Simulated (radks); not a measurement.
# Ti in [Ar] 3d2 4s2: an all-electron calculation

One table from this session's results is given with a row withheld; the runs are named, their logs left out.

The numbers are computed with radks (a radial shooting solver on a logarithmic mesh, Libxc functionals) version 1 (scalar-relativistic Kohn-Sham, exchange-only LDA, spin-polarised, spherical densities, finite nucleus; open shells are filled with parallel spins first), except any that are marked as measured or tabulated.

## Starting point

- element: titanium (Z = 22)
- charge: 0
- electrons: 22
- configuration: [Ar] 3d2 4s2
- nuclear rms radius: 3.5921 fm

Outer shells as boxes (Hund's rule):

Ti
```
[Ar] core
3d [↑ ][↑ ][  ][  ][  ]
4s [↑↓]
```

Set-up of the first run:

Settings of this run:

```text
Z 22
configuration [Ar] 3d2 4s2 4p0 5s0 4d0 4f0
relativity scalar-relativistic
functional lda,
spin polarised
nucleus finite rms 3.5921 fm
c 137.035999084
```

Run with:

```sh
$ python run_ks.py task.json out
```

All runs below come from this command, one after another.

One of the session's tables, all rows but one given; the rest of the session is left out.

It belongs to the step «Shells». Radial moments (bohr):

```
  level      <r>  outermost maximum (interpolated)  90 % within  nodes
1s down  0.06973                            0.0456        0.125      0
  1s up  0.06973                            0.0456        0.125      0
  2s up   0.3261                             0.270        0.507      1
2s down   0.3258                             0.269        0.506      1
  2p up   0.2906                             0.220        0.478      0
2p down   0.2903                             0.219        0.478      0
  3s up    1.010                             0.870         1.52      2
3s down    1.010                             0.870         1.52      2
  3p up    1.090                             0.901         1.69      1
3p down    1.090                             0.901         1.69      1
  4s up    3.462                              2.85         5.25      3
  3d up        ?                                 ?            ?      ?
4s down    3.740                              3.02         5.73      3
3d down    1.752                             0.985         3.23      0
  4p up    4.970                              3.79         7.87      2
4p down    5.669                              4.28         9.05      2
```

Estimate the missing values for 3d up.

As computed: <r>: 1.607; outermost maximum (interpolated): 0.981; 90 % within: 2.86; nodes: 0. In the column «<r>» it lies between 3p down (1.090) and 3d down (1.752).

Limits of these values: Open shells are spherical and high-spin; term and fine-structure splittings are not resolved.
